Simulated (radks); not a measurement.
# Valence configurations of Br²⁺

The task here is to estimate one member of a computed series from the others.

The numbers are computed with radks (a radial shooting solver on a logarithmic mesh, Libxc functionals) version 1 (scalar-relativistic Kohn-Sham, PBEsol, spin-polarised, spherical densities, point nucleus; open shells are filled with parallel spins first), except any that are marked as measured or tabulated.

## The system

* element: bromine (Z = 35)
* charge: +2
* electrons: 33
* configuration: [Ar] 3d10 4s2 4p3
* others tried: 3d10 4s1.5 4p3.5; 3d10 4s1 4p4; 3d9 4s2 4p4; 3d10 4p5; 3d9.5 4s2 4p3.5; 3d8 4s2 4p5; 3d8 4s1.5 4p5.5; 3d9 4s0.5 4p5.5

The outer shells:

Br²⁺
```
[Ar] core
3d [↑↓][↑↓][↑↓][↑↓][↑↓]
4s [↑↓]
4p [↑ ][↑ ][↑ ]
```

Set-up of the first run:

Settings of this run:

```text
Z 35
configuration [Ar] 3d10 4s2 4p3
relativity scalar-relativistic
functional pbe_sol,pbe_sol
spin polarised
nucleus point
c 137.035999084
```

Among the steps run: [Ar] 3d10 4s2 4p3.

One of the session's tables, all rows but one given; the rest of the session is left out.

It belongs to the step «[Ar] 3d10 4s2 4p3». Radial moments (bohr):

| level | <r> | outermost maximum (interpolated) | 90 % within | nodes |
| --- | --- | --- | --- | --- |
| 3p up | 0.5645 | 0.481 | 0.862 | 1 |
| 3p down | 0.5639 | 0.481 | 0.861 | 1 |
| 3d up | 0.5906 | 0.430 | 0.974 | 0 |
| 3d down | 0.5873 | 0.430 | 0.966 | 0 |
| 4s up | 1.589 | 1.39 | 2.33 | 3 |
| 4s down | ? | ? | ? | ? |
| 4p up | 1.839 | 1.58 | 2.73 | 2 |
| 4p down | 1.863 | 1.57 | 2.80 | 2 |

Estimate the missing values for 4s down.

As computed: <r>: 1.586; outermost maximum (interpolated): 1.38; 90 % within: 2.34; nodes: 3. In the column «<r>» it lies between 3d up (0.5906) and 4s up (1.589).
